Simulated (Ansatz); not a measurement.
# Two structures of La: comparison of enthalpies under pressure

One table from this session's results is given with a row withheld; the runs are named, their logs left out.

Program: Ansatz 0.2.0 through its Python package. Level of theory: DFT PBEsol, plane waves, PAW. These are calculated values, not measurements.

### Starting point

La Im-3m: It takes space group Im-3m (No. 229, cubic). The conventional cell has a = 4.248 Å, b = 4.248 Å, c = 4.248 Å, α = 90.00°, β = 90.00°, γ = 90.00°. La (site symmetry m-3m) is surrounded by 8 La at 3.68 Å.

La P6_3/mmc: It takes space group P6_3/mmc (No. 194, hexagonal). Conventional cell: a = 3.750 Å, b = 3.750 Å, c = 6.070 Å, α = 90.00°, β = 90.00°, γ = 120.00°. La (site symmetry -6m2) is surrounded by 12 La at 3.73 to 3.75 Å.

The script holds or builds the structure itself.

Set-up of the first run:

transition_la.py reads:

```python
"""Enthalpies of two structures of La under pressure."""

import ansatz as az
import numpy as np


def ground_state(name, crystal, pressure=0.0):
    calc = crystal.calculation()
    calc = calc.functional("pbesol").basis(460)
    calc = calc.kpoints(spacing=0.3)
    calc = calc.occupations("gaussian", width=0.05)
    calc = calc.relax(force_tolerance=0.03, max_steps=40, cell=True, pressure=pressure)
    return calc.run()


def volume_per_atom(outcome):
    return abs(np.linalg.det(outcome.lattice.cell_ang)) / len(outcome.lattice.sites)

phases = {}
im_3m = (
    az.Lattice.from_parameters(3.678583, 3.678583, 3.678583, alpha=109.47122, beta=109.47122, gamma=109.47122)
    .atom("La", (0.0, 0.0, 0.0))
)
phases["Im-3m"] = im_3m
p6_3_mmc = (
    az.Lattice.from_parameters(3.75, 3.75, 6.07, alpha=90, beta=90, gamma=120)
    .space_group(194)
    .atom("La", (1 / 3, 2 / 3, 0.25))
)
phases["P6_3/mmc"] = p6_3_mmc

# enthalpy per atom at each pressure
pressures = [0, 10, 20, 30]
enthalpy, volume = {name: [] for name in phases}, {name: [] for name in phases}
for p in pressures:
    for name, crystal in phases.items():
        o = ground_state(name, crystal, pressure=p)
        volume[name].append(volume_per_atom(o))
        enthalpy[name].append(o.report["energy_sigma0_ev"] / len(o.lattice.sites) + p * volume[name][-1] / 160.21766)
gap = np.array(enthalpy["P6_3/mmc"]) - np.array(enthalpy["Im-3m"])
rows = [(p, va, vb, 1000 * d) for p, va, vb, d in zip(pressures, volume["Im-3m"], volume["P6_3/mmc"], gap)]
print("   P (GPa)  V Im-3m (A^3/atom)  V P6_3/mmc (A^3/atom)  H(P6_3/mmc) - H(Im-3m) (meV/atom)")
for row in rows:
    print(f"{row[0]:10d}  {row[1]:18.3f}  {row[2]:21.3f}  {row[3]:+33.1f}")
crossings = [p0 - g0 * (p1 - p0) / (g1 - g0) for p0, p1, g0, g1 in zip(pressures, pressures[1:], gap, gap[1:]) if g0 * g1 < 0]
print("crossing near", [round(float(p), 1) for p in crossings], "GPa") if crossings else print("no crossing in this range")
```

Launch:

```sh
$ python transition_la.py
```

One of the session's tables, all rows but one given; the rest of the session is left out.

It belongs to the step «Run by run». Enthalpy H = E + pV of the second structure less the first:

```
pressure (GPa)  ΔH (meV/atom)
             0          -87.1
            10         -174.8
            20              ?
            30         -258.9
```

Q: Estimate the row for pressure (GPa) = 20 from the others.

Worked estimate for «ΔH (meV/atom)». A straight line through the neighbours (10, -174.8) and (30, -258.9) gives -174.8 + (-258.9 + 174.8) × (20 − 10) / (30 − 10) = -216.8; a parabola fitted to 3 rows on both sides gives -232.1.

**Answer.** ΔH (meV/atom): -235.0. In «ΔH (meV/atom)» the line misses by +18.2 and the parabola by +2.9.

Limits of these values: Reading the output:
- At a fixed pressure a relaxation lowers the enthalpy F + PV, while F alone can rise.
- Only these two structures are compared, at zero temperature and with their symmetry kept; either may be hypothetical, and another phase may be lower than both. Whether this is the phase that is stable at ambient conditions was not tested.
